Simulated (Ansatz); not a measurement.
# CHF₅Si: basis-set convergence

An exercise on one series of results from a longer session: the logs are not shown, and one member is left open.

Method: one geometry, several basis sets; program: Ansatz 0.2.0, Gaussian basis.

Levels to be run: PBE0-D4/def2-SVP; ωB97M-V/def2-SVP; PBE0-D4/def2-QZVPP; ωB97M-V/def2-QZVPP; the functionals' def2-TZVPP values are taken from earlier runs.

**Structure used throughout**

All runs share one geometry, relaxed beforehand with PBE0-D4 in a triple-zeta def2 set.

8 atoms, charge 0, spin multiplicity 1.

Atoms are counted from 1 here; the program's logs count them from 0.

Bond lengths: F1–Si2 1.577 Å, Si2–F3 1.577 Å, Si2–C4 1.923 Å, Si2–H8 1.469 Å, C4–F5 1.339 Å, C4–F6 1.344 Å, C4–F7 1.344 Å. Angles: F1–Si2–F3 109.1°, F1–Si2–C4 107.4°, F1–Si2–H8 110.5°, F3–Si2–C4 107.4°, F3–Si2–H8 110.5°, C4–Si2–H8 111.8°, Si2–C4–F5 112.8°, Si2–C4–F6 110.8°, Si2–C4–F7 110.8°, F5–C4–F6 107.5°, F5–C4–F7 107.5°, F6–C4–F7 107.2°.

The first run:

in.yaml

```yaml
crystal:
  periodic: [false, false, false]
  atoms:
    - {symbol: F, position_ang: [1.215745, -0.544560, 1.587039]}
    - {symbol: Si, position_ang: [0.202909, -0.846907, 0.417017]}
    - {symbol: F, position_ang: [0.914743, -1.749043, -0.662632]}
    - {symbol: C, position_ang: [-0.219203, 0.829738, -0.424167]}
    - {symbol: F, position_ang: [0.862413, 1.455900, -0.903564]}
    - {symbol: F, position_ang: [-0.816515, 1.663350, 0.444698]}
    - {symbol: F, position_ang: [-1.069143, 0.649373, -1.449678]}
    - {symbol: H, position_ang: [-0.998849, -1.514949, 0.935486]}
basis:
  gaussian: {orbitals: def2-SVP}
hamiltonian: {xc: pbe0, dispersion: d4}
output: {orbitals: {seedname: orbitals}}
```

Started as:

```sh
$ ansatz run in.yaml --threads 4 --pin off --events-out ev --progress --plain --max-ram 10444MiB
```

Steps of the session up to this table: PBE0-D4 in def2-SVP; ωB97M-V in def2-SVP; PBE0-D4 in def2-QZVPP; ωB97M-V in def2-QZVPP.

One of the session's tables, all rows but one given; the rest of the session is left out.

It belongs to the step «Density functionals: the series». 

| functional | basis | HOMO (eV) | LUMO (eV) |
| --- | --- | --- | --- |
| PBE0-D4 | def2-SVP | ? | ? |
| PBE0-D4 | def2-TZVPP | -9.93 | -0.01 |
| PBE0-D4 | def2-QZVPP | -9.97 | -0.18 |
| ωB97M-V | def2-SVP | -12.05 | 2.52 |
| ωB97M-V | def2-TZVPP | -12.23 | 1.79 |
| ωB97M-V | def2-QZVPP | -12.27 | 1.43 |

Estimate the missing values for PBE0-D4, def2-SVP.

As computed: HOMO (eV): -9.79; LUMO (eV): 0.47. In the column «HOMO (eV)» it is the highest.
